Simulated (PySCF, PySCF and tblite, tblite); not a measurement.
# C₇H₁₆O: conformers and averaged spectra

Aim: find the conformers of C₇H₁₆O (`CC(C)OC(C)(C)C`), weigh them, and average their properties.

Computed with tblite 0.8.0 (tight binding) and PySCF 2.14.0 (DFT, with response routines of our own); each step states its level. Atoms count from 0 throughout.

### Step 1. The starting structure

24 atoms, charge 0, multiplicity 1; geometry from: MMFF94s geometry.

Bonds of the start (Å): C0–C1 1.53, C0–H10 1.09, C0–H8 1.10, C0–H9 1.09, C1–C2 1.53, C1–H11 1.11, C1–O3 1.43, C2–H12 1.10, C2–H13 1.10, C2–H14 1.08, C4–C5 1.53, C4–C6 1.54, C4–C7 1.53, C5–H15 1.09, C5–H16 1.10, C5–H17 1.09, C6–H18 1.10, C6–H19 1.09, C6–H20 1.10, C7–H21 1.10, C7–H22 1.09, C7–H23 1.09, O3–C4 1.44.

### Step 2. GFN2-xTB relaxation, conformer 1

Job settings and geometry (Å):

```
{"job": {"xc": "GFN2-xTB", "basis": "xTB", "kind": "relax"}, "charge": 0, "multiplicity": 1}
C      2.072000     0.767500     1.179100
C      1.290400    -0.218300     0.306700
C      2.239600    -0.910500    -0.670100
O      0.320700     0.513700    -0.439600
C     -1.060500     0.162300    -0.238300
C     -1.516300     0.414300     1.195500
C     -1.833100     1.115100    -1.177100
C     -1.336300    -1.275900    -0.671300
H      1.392300     1.269500     1.880900
H      2.515800     1.554100     0.571100
H      2.846900     0.270300     1.753400
H      0.840600    -0.985000     0.964400
H      1.669000    -1.607000    -1.293900
H      2.696600    -0.178200    -1.350600
H      3.018800    -1.449300    -0.154700
H     -2.596400     0.287000     1.317900
H     -1.025400    -0.265300     1.905500
H     -1.251100     1.425000     1.516100
H     -1.633800     2.161800    -0.910400
H     -1.511100     0.985200    -2.208700
H     -2.917700     0.949900    -1.113900
H     -2.417200    -1.494400    -0.663200
H     -0.955300    -1.459400    -1.673200
H     -0.860100    -2.012700    -0.018000
```

The run is started by

```
$ OMP_NUM_THREADS=1 python ens_run.py task.json out
```

This one command runs the whole study; its stages follow in the order run.

The log of the run:

```text
step      E/eV     max force
  0    -740.69939    0.812
  1    -740.74270    0.355
  2    -740.75161    0.213
  3    -740.75708    0.145
  4    -740.75947    0.125
  5    -740.76127    0.114
  6    -740.76261    0.109
  7    -740.76362    0.079
  8    -740.76422    0.044
  9    -740.76459    0.040
 10    -740.76486    0.040
 11    -740.76509    0.036
 12    -740.76509    0.036
 13    -740.76518    0.026
 14    -740.76536    0.023
 15    -740.76544    0.029
 16    -740.76562    0.030
 17    -740.76576    0.031
 18    -740.76594    0.028
 19    -740.76608    0.027
 20    -740.76621    0.030
 21    -740.76632    0.029
 22    -740.76645    0.025
 23    -740.76661    0.032
 24    -740.76677    0.030
 25    -740.76686    0.020
 26    -740.76690    0.015
 27    -740.76693    0.018
 28    -740.76696    0.020
 29    -740.76700    0.016
 30    -740.76703    0.010
 31    -740.76705    0.010
 32    -740.76708    0.010
 33    -740.76710    0.011
 34    -740.76712    0.009
 35    -740.76713    0.012
 36    -740.76714    0.010
 37    -740.76715    0.008
 38    -740.76716    0.009
 39    -740.76717    0.007
 40    -740.76718    0.009
 41    -740.76719    0.008
 42    -740.76720    0.007
 43    -740.76721    0.004
```

It took 0.33 s on 1 thread of Arm Neoverse V1, shared host.

The energy fell by 0.068 eV, and the atoms moved 0.03 Å (root mean square).

### Step 3. GFN2-xTB relaxation, conformer 2

Job settings and geometry (Å):

```
{"job": {"xc": "GFN2-xTB", "basis": "xTB", "kind": "relax"}, "charge": 0, "multiplicity": 1}
C      2.644100     0.111200     0.788200
C      1.340100    -0.423700     0.165900
C      1.583200    -0.742800    -1.294400
O      0.357200     0.587000     0.379300
C     -1.032200     0.304900     0.170100
C     -1.413500     0.621700    -1.291800
C     -1.468000    -1.107600     0.545500
C     -1.763500     1.310000     1.074800
H      2.946600     1.042400     0.301000
H      3.448000    -0.611100     0.712800
H      2.481600     0.347800     1.846800
H      1.080600    -1.343700     0.723300
H      1.647400     0.180700    -1.878800
H      2.488100    -1.331600    -1.445400
H      0.743400    -1.315500    -1.705300
H     -1.011900    -0.115000    -1.975700
H     -2.494500     0.640900    -1.421700
H     -1.007800     1.589600    -1.594300
H     -1.162700    -1.347500     1.579500
H     -2.551100    -1.222800     0.487200
H     -1.023500    -1.857900    -0.101700
H     -1.502600     1.147500     2.122900
H     -1.477300     2.344400     0.845300
H     -2.863700     1.210900     0.974300
```

The log of the run:

```text
step      E/eV     max force
  0    -740.62941    0.918
  1    -740.67076    0.252
  2    -740.67814    0.150
  3    -740.68380    0.175
  4    -740.68779    0.162
  5    -740.69083    0.113
  6    -740.69250    0.081
  7    -740.69374    0.079
  8    -740.69473    0.071
  9    -740.69542    0.054
 10    -740.69581    0.039
 11    -740.69581    0.039
 12    -740.69597    0.031
 13    -740.69632    0.024
 14    -740.69642    0.027
 15    -740.69683    0.031
 16    -740.69711    0.034
 17    -740.69737    0.028
 18    -740.69755    0.035
 19    -740.69779    0.042
 20    -740.69810    0.040
 21    -740.69846    0.045
 22    -740.69877    0.035
 23    -740.69900    0.032
 24    -740.69913    0.026
 25    -740.69922    0.020
 26    -740.69930    0.024
 27    -740.69939    0.024
 28    -740.69947    0.017
 29    -740.69954    0.014
 30    -740.69959    0.016
 31    -740.69964    0.023
 32    -740.69969    0.020
 33    -740.69972    0.014
 34    -740.69975    0.013
 35    -740.69976    0.011
 36    -740.69978    0.009
 37    -740.69979    0.009
 38    -740.69981    0.011
 39    -740.69983    0.013
 40    -740.69985    0.013
 41    -740.69987    0.009
 42    -740.69988    0.007
 43    -740.69989    0.007
 44    -740.69990    0.008
 45    -740.69991    0.007
 46    -740.69992    0.007
 47    -740.69993    0.007
 48    -740.69994    0.007
 49    -740.69996    0.009
 50    -740.69997    0.009
 51    -740.69998    0.006
 52    -740.69999    0.006
 53    -740.70000    0.007
 54    -740.70001    0.006
 55    -740.70002    0.004
```

Wall time 0.38 s (1 thread of Arm Neoverse V1, shared host).

Gain 0.071 eV; displacement 0.04 Å root mean square.

### Step 4. Shieldings, conformer 1: PBE0/pcSseg-1 in chloroform

Job settings and geometry (Å):

```
{"job": {"xc": "PBE0", "basis": "pcSseg-1", "solvent": "chloroform", "kind": "nmr", "pop": true}, "charge": 0, "multiplicity": 1}
C      2.072298     0.782781     1.179163
C      1.299696    -0.207128     0.304752
C      2.238436    -0.901939    -0.683983
O      0.304141     0.499270    -0.422127
C     -1.066091     0.161759    -0.240197
C     -1.526590     0.399390     1.205045
C     -1.808749     1.121919    -1.175228
C     -1.359493    -1.285840    -0.659144
H      1.402393     1.264114     1.887081
H      2.518541     1.548963     0.550867
H      2.857360     0.269429     1.728355
H      0.841597    -0.966694     0.950439
H      1.686276    -1.612836    -1.293393
H      2.686602    -0.160371    -1.339811
H      3.025519    -1.429427    -0.151243
H     -2.600520     0.250485     1.278338
H     -1.038927    -0.284509     1.896130
H     -1.292918     1.418857     1.502701
H     -1.589976     2.147994    -0.893791
H     -1.473799     0.969274    -2.197249
H     -2.880567     0.955493    -1.120389
H     -2.430178    -1.469001    -0.626984
H     -1.005665    -1.453864    -1.673572
H     -0.871121    -1.998356     0.001796
```

The log of the run:

```text
coarse grid: 18608 points
cycle   1  E = -350.9737741013  dE =  6.411e-01  |g| = 6.940e-01  |ddm| = 3.984e+00
cycle   2  E = -350.9236055554  dE =  5.017e-02  |g| = 8.821e-01  |ddm| = 1.359e+00
cycle   3  E = -351.0769533183  dE = -1.533e-01  |g| = 1.189e-01  |ddm| = 8.741e-01
cycle   4  E = -351.0794760378  dE = -2.523e-03  |g| = 2.923e-02  |ddm| = 9.924e-02
cycle   5  E = -351.0796584498  dE = -1.824e-04  |g| = 2.642e-03  |ddm| = 2.545e-02
cycle   6  E = -351.0796597213  dE = -1.272e-06  |g| = 3.111e-04  |ddm| = 2.307e-03
final grid: 175616 points
cycle   7  E = -351.1418393741  dE = -7.591e-05  |g| = 1.363e-02  |ddm| = 4.686e-02
cycle   8  E = -351.1418111276  dE =  2.825e-05  |g| = 1.854e-02  |ddm| = 2.204e-02
cycle   9  E = -351.1418788573  dE = -6.773e-05  |g| = 1.932e-03  |ddm| = 1.282e-02
cycle  10  E = -351.1418796047  dE = -7.474e-07  |g| = 2.081e-04  |ddm| = 1.905e-03
cycle  11  E = -351.1418796138  dE = -9.126e-09  |g| = 5.503e-05  |ddm| = 2.952e-04
cycle  12  E = -351.1418796144  dE = -5.741e-10  |g| = 2.471e-05  |ddm| = 6.900e-05
converged SCF energy = -351.1418796144

GIAO shielding tensors (ppm)
atom      isotropic    diamagn.    paramagn.     s11        s22        s33       span
  0 C      160.168     248.271     -88.103    140.524    152.991    186.987     46.463
  1 C      119.653     244.198    -124.545     88.190    111.423    159.344     71.154
  2 C      160.167     248.268     -88.101    140.550    152.969    186.981     46.430
  3 O      233.368     404.370    -171.002    205.444    242.143    252.517     47.073
  4 C      111.687     239.216    -127.529     87.555     92.189    155.318     67.763
  5 C      159.928     251.099     -91.170    139.658    152.491    187.636     47.979
  6 C      152.908     249.042     -96.134    132.777    138.707    187.240     54.463
  7 C      159.915     251.117     -91.202    139.635    152.469    187.640     48.005
  8 H       30.394      31.813      -1.419     25.477     30.138     35.566     10.089
  9 H       30.587      31.149      -0.562     27.812     28.524     35.424      7.612
 10 H       30.736      29.991       0.745     26.356     28.101     37.750     11.394
 11 H       27.883      34.532      -6.648     24.929     28.557     30.165      5.235
 12 H       30.392      31.814      -1.421     25.474     30.138     35.564     10.090
 13 H       30.587      31.151      -0.564     27.813     28.523     35.425      7.612
 14 H       30.736      29.992       0.744     26.355     28.103     37.748     11.393
 15 H       30.745      31.774      -1.029     26.870     28.404     36.959     10.089
 16 H       30.093      33.008      -2.916     26.326     29.496     34.456      8.130
 17 H       30.657      32.604      -1.947     27.357     28.483     36.132      8.775
 18 H       30.387      31.651      -1.264     27.015     28.339     35.807      8.792
 19 H       30.384      31.649      -1.265     27.013     28.336     35.802      8.789
 20 H       30.726      31.110      -0.384     27.004     28.228     36.947      9.943
 21 H       30.741      31.778      -1.036     26.868     28.401     36.955     10.087
 22 H       30.657      32.615      -1.958     27.349     28.496     36.126      8.777
 23 H       30.095      33.014      -2.919     26.332     29.491     34.461      8.130
```

It took 44 s on 1 thread of Arm Neoverse V1, shared host; peak memory 1.2 GiB.

In short: HOMO -7.08 eV, LUMO 1.45 eV; dipole 1.64 D.

### Step 5. Shieldings, conformer 2: PBE0/pcSseg-1 in chloroform

Job settings and geometry (Å):

```
{"job": {"xc": "PBE0", "basis": "pcSseg-1", "solvent": "chloroform", "kind": "nmr", "pop": false}, "charge": 0, "multiplicity": 1}
C      2.611903     0.140496     0.801013
C      1.342440    -0.427142     0.165414
C      1.592439    -0.746419    -1.312045
O      0.354391     0.563312     0.378732
C     -1.034105     0.306038     0.164383
C     -1.431872     0.608838    -1.289284
C     -1.468299    -1.113252     0.541588
C     -1.735709     1.309330     1.090664
H      2.909744     1.044219     0.276680
H      3.418166    -0.585955     0.752522
H      2.420439     0.394055     1.839831
H      1.073484    -1.355635     0.692111
H      1.699028     0.177446    -1.874862
H      2.508079    -1.324746    -1.408389
H      0.779487    -1.327443    -1.739481
H     -1.066570    -0.153528    -1.970883
H     -2.514683     0.654653    -1.374317
H     -1.015884     1.568153    -1.586225
H     -1.166918    -1.345853     1.560717
H     -2.551289    -1.179708     0.478712
H     -1.043070    -1.854220    -0.131306
H     -1.471163     1.103991     2.124540
H     -1.407340     2.315905     0.848353
H     -2.814433     1.247229     0.979088
```

The log of the run:

```text
coarse grid: 18608 points
cycle   1  E = -350.9709589488  dE =  6.456e-01  |g| = 6.934e-01  |ddm| = 3.980e+00
cycle   2  E = -350.9198329862  dE =  5.113e-02  |g| = 8.843e-01  |ddm| = 1.412e+00
cycle   3  E = -351.0737958865  dE = -1.540e-01  |g| = 1.207e-01  |ddm| = 9.262e-01
cycle   4  E = -351.0764011490  dE = -2.605e-03  |g| = 2.932e-02  |ddm| = 1.044e-01
cycle   5  E = -351.0765844875  dE = -1.833e-04  |g| = 2.925e-03  |ddm| = 2.653e-02
cycle   6  E = -351.0765860422  dE = -1.555e-06  |g| = 4.504e-04  |ddm| = 2.829e-03
final grid: 175616 points
cycle   7  E = -351.1383664440  dE = -7.896e-05  |g| = 1.401e-02  |ddm| = 4.470e-02
cycle   8  E = -351.1383364079  dE =  3.004e-05  |g| = 1.904e-02  |ddm| = 2.296e-02
cycle   9  E = -351.1384083242  dE = -7.192e-05  |g| = 2.021e-03  |ddm| = 1.362e-02
cycle  10  E = -351.1384091347  dE = -8.105e-07  |g| = 2.161e-04  |ddm| = 2.043e-03
cycle  11  E = -351.1384091446  dE = -9.903e-09  |g| = 5.887e-05  |ddm| = 2.993e-04
cycle  12  E = -351.1384091452  dE = -6.405e-10  |g| = 2.619e-05  |ddm| = 7.592e-05
converged SCF energy = -351.1384091452

GIAO shielding tensors (ppm)
atom      isotropic    diamagn.    paramagn.     s11        s22        s33       span
  0 C      159.162     248.365     -89.203    135.370    154.509    187.607     52.236
  1 C      118.075     242.360    -124.285     89.119    106.147    158.959     69.841
  2 C      160.690     251.346     -90.656    144.629    153.901    183.540     38.911
  3 O      227.365     404.539    -177.175    199.179    220.712    262.203     63.024
  4 C      111.972     238.935    -126.963     87.899     91.662    156.356     68.457
  5 C      154.523     250.202     -95.679    135.147    142.946    185.476     50.329
  6 C      160.975     251.568     -90.593    141.882    156.554    184.490     42.608
  7 C      151.634     249.002     -97.368    127.782    140.447    186.674     58.892
  8 H       30.467      30.900      -0.433     27.451     28.835     35.114      7.662
  9 H       30.702      29.574       1.128     26.479     28.115     37.511     11.031
 10 H       30.391      30.872      -0.481     25.958     28.706     36.509     10.551
 11 H       27.708      33.524      -5.816     24.183     28.537     30.404      6.221
 12 H       30.747      32.368      -1.621     27.732     29.546     34.962      7.231
 13 H       30.699      30.616       0.083     25.937     28.702     37.458     11.520
 14 H       30.046      33.019      -2.973     25.479     30.190     34.469      8.990
 15 H       30.137      33.019      -2.881     26.124     30.098     34.189      8.065
 16 H       30.658      31.826      -1.168     26.672     28.404     36.897     10.225
 17 H       30.451      32.382      -1.931     27.553     28.270     35.530      7.977
 18 H       30.461      32.610      -2.150     27.177     28.015     36.189      9.012
 19 H       30.518      31.743      -1.225     27.001     28.236     36.316      9.314
 20 H       30.147      33.147      -3.001     26.070     29.553     34.818      8.748
 21 H       30.475      31.630      -1.154     27.107     28.470     35.849      8.741
 22 H       30.291      31.626      -1.336     27.107     28.221     35.544      8.438
 23 H       30.801      31.270      -0.469     27.071     28.285     37.045      9.974
```

Run time: 42 s. Hardware: 1 thread of Arm Neoverse V1, shared host; peak memory 1.2 GiB.

Key values: HOMO -7.12 eV, LUMO 1.46 eV; dipole 1.61 D.

### Step 6. The ensemble: properties at PBE0/pcSseg-1 in chloroform

Job settings and geometry (Å):

```
{"job": {"study": "conf", "smiles": "CC(C)OC(C)(C)C", "search": {"seed": 8896, "n_embed": 90, "ff_keep": 18, "window": 3.0, "nmax": 10, "temps": [220, 260, 298.15, 340, 380], "t_ref": 298.15, "order": 0.0005}, "level": {"nmr": {"xc": "PBE0", "basis": "pcSseg-1", "solvent": "chloroform"}}, "kind": "conf"}, "charge": 0, "multiplicity": 1}
C      2.072298     0.782781     1.179163
C      1.299696    -0.207128     0.304752
C      2.238436    -0.901939    -0.683983
O      0.304141     0.499270    -0.422127
C     -1.066091     0.161759    -0.240197
C     -1.526590     0.399390     1.205045
C     -1.808749     1.121919    -1.175228
C     -1.359493    -1.285840    -0.659144
H      1.402393     1.264114     1.887081
H      2.518541     1.548963     0.550867
H      2.857360     0.269429     1.728355
H      0.841597    -0.966694     0.950439
H      1.686276    -1.612836    -1.293393
H      2.686602    -0.160371    -1.339811
H      3.025519    -1.429427    -0.151243
H     -2.600520     0.250485     1.278338
H     -1.038927    -0.284509     1.896130
H     -1.292918     1.418857     1.502701
H     -1.589976     2.147994    -0.893791
H     -1.473799     0.969274    -2.197249
H     -2.880567     0.955493    -1.120389
H     -2.430178    -1.469001    -0.626984
H     -1.005665    -1.453864    -1.673572
H     -0.871121    -1.998356     0.001796
```

The log of the run:

```text
conformer  sym    E(xTB)   E(DFT)   G(298.15 K)  weight  dipole/D
    1     Cs      0.000    0.000    0.000   0.9734    1.635
    2     C1      1.549    2.120    2.134   0.0266    1.610

mean shielding (ppm) by class
class atoms           220 K      260 K   298.15 K      340 K      380 K
  0 C  0,2          160.166    160.164    160.161    160.157    160.153
  1 C  1            119.642    119.628    119.611    119.587     119.56
  2 O  3            233.326    233.276    233.209    233.117    233.017
  3 C  4            111.689    111.691    111.695    111.699    111.704
  4 C  5,6,7        157.571    157.555    157.534    157.505    157.474
  5 H  8,9,10        30.571     30.571      30.57     30.569     30.568
  6 H  11            27.882     27.881     27.879     27.876     27.873
  7 H  15,16,17      30.498     30.497     30.497     30.496     30.495
```

Run time: 91 s. Hardware: 1 thread of Arm Neoverse V1, shared host. This counts the runs that the step sums up.

The search (ETKDG and KDG, MMFF94s, GFN2-xTB) embedded 90 structures, kept 3 distinct ones after the force field and 3 after xTB; 2 were carried on (window 3.0 kcal/mol at the search's own energies). Energies: PBE0/pcSseg-1 in chloroform with D3(BJ).

Conformer by conformer (298 K):

```csv
no.,group,mirror pair,ΔE xTB,ΔE DFT,ΔG,weight (%),μ (D),C0–C1–O3–C4 (°),C1–O3–C4–C5 (°),"A, B, C (GHz)"
1,Cs,no,0.00,0.00,0.00,97.3,1.64,-120,62,"2.95, 1.35, 1.20"
2,C1,yes,1.55,2.12,2.13,2.7,1.61,-168,-89,"2.99, 1.35, 1.21"
```

Energies in kcal/mol. ΔG holds xTB vibrations and rotation, symmetry numbers and mirror pairs.

Weights (%) by temperature:

```csv
no.,220 K,260 K,298 K,340 K,380 K
1,99.3,98.5,97.3,95.8,94.2
2,0.7,1.5,2.7,4.2,5.8
```

Other ways of weighting, at the same temperature:

```csv
scheme,1,2,mean μ (D)
DFT free energy,97,3,1.63
"DFT energy, symmetry counted",95,5,1.63
DFT energy alone,97,3,1.63
"xTB energy, symmetry counted",87,13,1.63
xTB free energy,93,7,1.63
lowest conformer only,100,0,1.64
equal weights,50,50,1.62
conformers found from three starts alone,100,0,1.64
```

Shifts against references run at the same level (¹³C TMS 187.6, ¹⁷O H2O 342.2, ¹H TMS 31.70 ppm of shielding), by class of atoms, at 298 K:

```csv
atoms,environment,no. 1,no. 2,average,measured
C4,fully substituted sp3 carbon bonded to O,75.9,75.6,75.9,73.0
C1,sp3 CH bonded to O,67.9,69.5,68.0,63.5
"C5, C6, C7",methyl carbon,30.0,31.9,30.1,28.5
"C0, C2",methyl carbon,27.4,27.7,27.4,25.2
H11,hydrogen on an sp3 CH bonded to O,3.81,3.99,3.82,–
"H15, H16, H17 and 6 more",hydrogen on a methyl carbon,1.20,1.26,1.20,–
"H8, H9, H10 and 3 more",hydrogen on a methyl carbon,1.13,1.19,1.13,–
O3,ether oxygen,108.9,114.9,109.0,–
```

Measured: solution, not stated per compound (mostly CDCl3 or CCl4); Pretsch, Buehlmann, Badertscher, Structure Determination of Organic Compounds, 4th ed. (2009).

Effective distances for nuclear Overhauser effects, ⟨r⁻⁶⟩^(−1/6) over all pairs of two classes (Å): H8···H11 2.60; H11···H15 2.77; H8···H15 4.00.

### Step 7. Summary of results

| quantity | value |
| --- | --- |
| conformers | 2; the first in weight is no. 1 (Cs), 97 % at 298 K |
| root-mean-square dipole | 1.63 D |
| averaged ¹³C shifts (PBE0/pcSseg-1 in chloroform) | 75.9, 68.0, 30.1, 27.4 ppm |
| averaged ¹H shifts (PBE0/pcSseg-1 in chloroform) | 3.82, 1.20, 1.13 ppm |

Conformer 1 leads with 97 % at 298 K, and its share goes from 99 % at 220 K to 94 % at 380 K. Against 4 measured ¹³C shifts the average misses by 2.8 ppm, the leading conformer alone by 2.8 ppm. Vibration is missing from the shifts, so part of that gap is not the functional's.
